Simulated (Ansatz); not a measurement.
# CH4BGaO2 (SMILES [OH][Ga]1[BH]O[CH2]1): wB97X/6-31G(d) (spherical functions)

What is the vertical ionisation energy of CH4BGaO2 at wB97X/6-31G* (spherical functions)? 

The calculation is run with Ansatz 0.2.0.

95 further runs of the same task are left out: 95 set aside as unsound or not needed. Runs told in other sessions of the task aren't counted.

### Step 1. The structure to begin with

CH4BGaO2 has 9 atoms, charge 0, and is taken as a singlet. As SMILES, `[OH][Ga]1[BH]O[CH2]1`. Geometry: relaxed at PBE0-D4/def2-TZVP. This is one conformer, not always the lowest.

Bond lengths: O1–Ga2 1.783 Å, Ga2–B3 2.109 Å, B3–O4 1.344 Å, Ga2–C5 2.048 Å, O4–C5 1.464 Å, O1–H6 0.960 Å, B3–H7 1.194 Å, C5–H8 1.092 Å, C5–H9 1.092 Å. Some angles: O1–Ga2–B3 155.6°, O1–Ga2–C5 135.3°, B3–Ga2–C5 69.1°, Ga2–B3–O4 88.8°, B3–O4–C5 114.1°, Ga2–C5–O4 88.1°, Ga2–O1–H6 114.5°, Ga2–B3–H7 149.7°, O4–B3–H7 121.5°, Ga2–C5–H8 120.2°.

### Step 2. A single-point energy at wB97X/6-31G(d) (spherical functions)

The input, run.yaml:

```yaml
crystal:
  periodic: [false, false, false]
  atoms:
    - {symbol: O, position_ang: [-0.140900, 2.668400, -0.180000]}
    - {symbol: Ga, position_ang: [0.206000, 0.920500, -0.222600]}
    - {symbol: B, position_ang: [1.299500, -0.808200, -0.735000]}
    - {symbol: O, position_ang: [0.383300, -1.546100, -0.084800]}
    - {symbol: C, position_ang: [-0.698300, -0.762500, 0.515200]}
    - {symbol: H, position_ang: [-0.939100, 2.905000, 0.298100]}
    - {symbol: H, position_ang: [2.237800, -1.312200, -1.273600]}
    - {symbol: H, position_ang: [-0.704200, -0.956900, 1.589800]}
    - {symbol: H, position_ang: [-1.644100, -1.108100, 0.092800]}
basis:
  gaussian: {orbitals: 6-31G_st_-spherical.json}
hamiltonian: {xc: {name: wB97X}}
accuracy: high
output: {orbitals: {seedname: orbitals}}
```

The basis set 6-31G* is read from a file made from the Basis Set Exchange's data (not shown).

The run is started by

```bash
$ ansatz run run.yaml --threads 1 --pin off --max-ram 2610MiB --events-out events.jsonl --progress --plain --runs-dir runs
```

The program printed:

```text
Warning: RAYON_NUM_THREADS=1 ignored (pool sized by the plan → 1); use --threads N
Functional definition: wB97X
  name "wB97X"
  parameter omega = 0.3/bohr
  parameter cx = 0.157706
  parameter cx1 = 0.726479
  parameter cx2 = 1.04760
  parameter cx3 = -5.70635
  parameter cx4 = 13.2794
  parameter css1 = -4.33879
  parameter css2 = 18.2308
  parameter css3 = -31.7430
  parameter css4 = 17.2901
  parameter cos1 = 2.37031
  parameter cos2 = -11.3995
  parameter cos3 = 6.58405
  parameter cos4 = -3.78132
  exchange = spin_sum(e_x_unif_sr(omega)*poly(b97_u_x, 1 - cx, cx1, cx2, cx3, cx4)) + cx*exact_x_sr(omega)
      + exact_x_lr(omega)
  correlation = spin_sum(e_c_pw_same_spin*poly(b97_u_same, 1, css1, css2, css3, css4))
      + integral(e_c_pw_opposite_spin*poly(b97_u_opposite, 1, cos1, cos2, cos3, cos4))
2182 factors; integrals over basis functions are off by at most 8.8e-9 eV
399 factors; integrals over basis functions are off by at most 2.1e-9 eV
mean field evaluation 1: about -58235.7715 eV, gradient 5.9e1 eV
mean field evaluation 2: about -58232.5509 eV, gradient 7.6e1 eV
mean field evaluation 4: about -58242.4879 eV, gradient 2.4e0 eV
mean field evaluation 8: about -58242.6360 eV, gradient 3.3e-1 eV
mean field evaluation 16: about -58242.6364 eV, gradient 1.6e-4 eV
mean field -58242.63639784 eV, -2140.3774093438 hartree, gradient 8.2e-8 eV, S^2 0.000000; 0 other end points of the search recorded, 0 dependent functions left out
reference -58242.63639368 eV, -2140.3774091909 hartree; 31, 31 occupied and 65, 65 virtual orbitals, 2182 factors
Total energy: -58242.63639368 eV, -2140.3774091909 hartree
```

It took 41 s on 1 thread of Arm Neoverse V1, shared host; peak memory 0.64 GiB.

### Step 3. The doublet cation

The input, job.yaml:

```yaml
crystal:
  periodic: [false, false, false]
  atoms:
    - {symbol: O, position_ang: [-0.140900, 2.668400, -0.180000]}
    - {symbol: Ga, position_ang: [0.206000, 0.920500, -0.222600]}
    - {symbol: B, position_ang: [1.299500, -0.808200, -0.735000]}
    - {symbol: O, position_ang: [0.383300, -1.546100, -0.084800]}
    - {symbol: C, position_ang: [-0.698300, -0.762500, 0.515200]}
    - {symbol: H, position_ang: [-0.939100, 2.905000, 0.298100]}
    - {symbol: H, position_ang: [2.237800, -1.312200, -1.273600]}
    - {symbol: H, position_ang: [-0.704200, -0.956900, 1.589800]}
    - {symbol: H, position_ang: [-1.644100, -1.108100, 0.092800]}
basis:
  gaussian:
    orbitals: 6-31G_st_-spherical.json
magnetization:
  spin_polarized: true
  initial_magnetization: 1
hamiltonian:
  xc: {name: wB97X}
total_charge: 1
output: {orbitals: {seedname: orbitals}}
accuracy: high
```

The basis set 6-31G* is read from a file made from the Basis Set Exchange's data (not shown).

The run is started by

```bash
$ ansatz run job.yaml --threads 1 --pin off --max-ram 2610MiB --events-out events.jsonl --progress --plain --runs-dir runs
```

The program printed:

```text
Warning: RAYON_NUM_THREADS=1 ignored (pool sized by the plan → 1); use --threads N
Functional definition: wB97X
  name "wB97X"
  parameter omega = 0.3/bohr
  parameter cx = 0.157706
  parameter cx1 = 0.726479
  parameter cx2 = 1.04760
  parameter cx3 = -5.70635
  parameter cx4 = 13.2794
  parameter css1 = -4.33879
  parameter css2 = 18.2308
  parameter css3 = -31.7430
  parameter css4 = 17.2901
  parameter cos1 = 2.37031
  parameter cos2 = -11.3995
  parameter cos3 = 6.58405
  parameter cos4 = -3.78132
  exchange = spin_sum(e_x_unif_sr(omega)*poly(b97_u_x, 1 - cx, cx1, cx2, cx3, cx4)) + cx*exact_x_sr(omega)
      + exact_x_lr(omega)
  correlation = spin_sum(e_c_pw_same_spin*poly(b97_u_same, 1, css1, css2, css3, css4))
      + integral(e_c_pw_opposite_spin*poly(b97_u_opposite, 1, cos1, cos2, cos3, cos4))
2182 factors; integrals over basis functions are off by at most 8.8e-9 eV
399 factors; integrals over basis functions are off by at most 2.1e-9 eV
mean field evaluation 1: about -58218.8236 eV, gradient 6.2e1 eV
mean field evaluation 2: about -58185.5167 eV, gradient 1.1e2 eV
mean field evaluation 4: about -58233.1842 eV, gradient 8.1e0 eV
mean field evaluation 8: about -58233.5712 eV, gradient 7.4e-1 eV
mean field evaluation 16: about -58233.5794 eV, gradient 7.4e-3 eV
mean field evaluation 32: about -58233.5794 eV, gradient 9.9e-6 eV
mean field -58233.57939705 eV, -2140.0445707037 hartree, gradient 5.3e-8 eV, S^2 0.765130; 2 other end points of the search recorded, 0 dependent functions left out
reference -58233.57939300 eV, -2140.0445705549 hartree; 31, 30 occupied and 65, 66 virtual orbitals, 2182 factors
Total energy: -58233.57939300 eV, -2140.0445705549 hartree
```

Wall time 2 min (1 thread of Arm Neoverse V1, shared host); peak memory 1.1 GiB.

### Step 4. Summary of results

At wB97X/6-31G* (spherical functions):

| quantity | value |
| --- | --- |
| singlet CH4BGaO2: total energy | -2140.37741 Eh |
| singlet CH4BGaO2: HOMO energy | -9.07 eV |
| singlet CH4BGaO2: LUMO energy | 0.44 eV |
| singlet CH4BGaO2: HOMO–LUMO gap | 9.51 eV |
| doublet cation: total energy | -2140.04457 Eh |
| doublet cation: HOMO energy (highest over α and β) | -16.01 eV |
| doublet cation: LUMO energy (lowest over α and β) | -9.06 eV |
| doublet cation: ⟨S²⟩ | 0.765 |
| vertical ionisation energy (to the doublet cation) | 9.057 eV |

The vertical ionisation energy comes to 9.06 eV (209 kcal/mol). −ε(HOMO) before ionisation, 9.07 eV, is 0.01 eV above this ionisation energy.
